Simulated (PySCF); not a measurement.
# COYb (Yb(CO)2+): the cost of one run

Computed with PySCF 2.14.0. Level: several levels, as the steps say, no spin–orbit coupling.

1 further run of the same task is left out (for a known fault of the program).

## Step 1: Where the work starts

3 atoms, charge 2, spin multiplicity 1.

Bond lengths: Yb1–C2 2.747 Å, C2–O3 1.115 Å. Angles: Yb1–C2–O3 180.0°.

Geometry (Å):

```
Yb    0.0000    0.0000   -0.6100
C     0.0000    0.0000    2.1371
O     0.0000    0.0000    3.2518
```

Formal oxidation states: Yb +2. Each metal's 14 4f electrons lie in its core potential, so multiplicities, spins and levels count the valence alone. An earlier session relaxed this geometry at PBE0, Yb lcecp-0-SVP with ECP60, C def2-SVP, O def2-SVP (singlet, point group C∞v).

At PBE0 on the finer grid: E = -145.444603 Eh, frontier levels not given, since the 4f levels lie in the core, Mulliken charge on Yb1 +1.80 e, largest force component 0.002 eV/Å. 

Levels to run: CAM-B3LYP; TPSS; PBE0, TZVP. Hardware: 2 threads of Arm Neoverse V1, shared host.

## Step 2: CAM-B3LYP

Contents of run.py (the lines that set the calculation):

```python
mol = gto.M(atom='''
Yb     0.00000     0.00000    -0.61004
C      0.00000     0.00000     2.13711
O      0.00000     0.00000     3.25177''',
    basis={'Yb': 'lcecp-0-SVP', 'C': 'def2-SVP', 'O': 'def2-SVP'},
    ecp={'Yb': 'lcecp-0-SVP'},
    charge=2, spin=0)
mf = dft.RKS(mol, xc='CAMB3LYP')
mf.grids.atom_grid = (75, 302)  # f atoms: unpruned, at least (60, 302)
mf = mf.density_fit()  # fitting sets: Yb AutoAux, C def2-universal-JKFIT, O def2-universal-JKFIT
mf.conv_tol = 1e-08; mf.max_cycle = 55
mf.kernel(dm0)  # dm0: the density of the relaxed state
```

The run is started by

```sh
OMP_NUM_THREADS=2 python run.py
```

**Question.** How long does this run take on 2 threads of Arm Neoverse V1, shared host?

About 1.8 s.
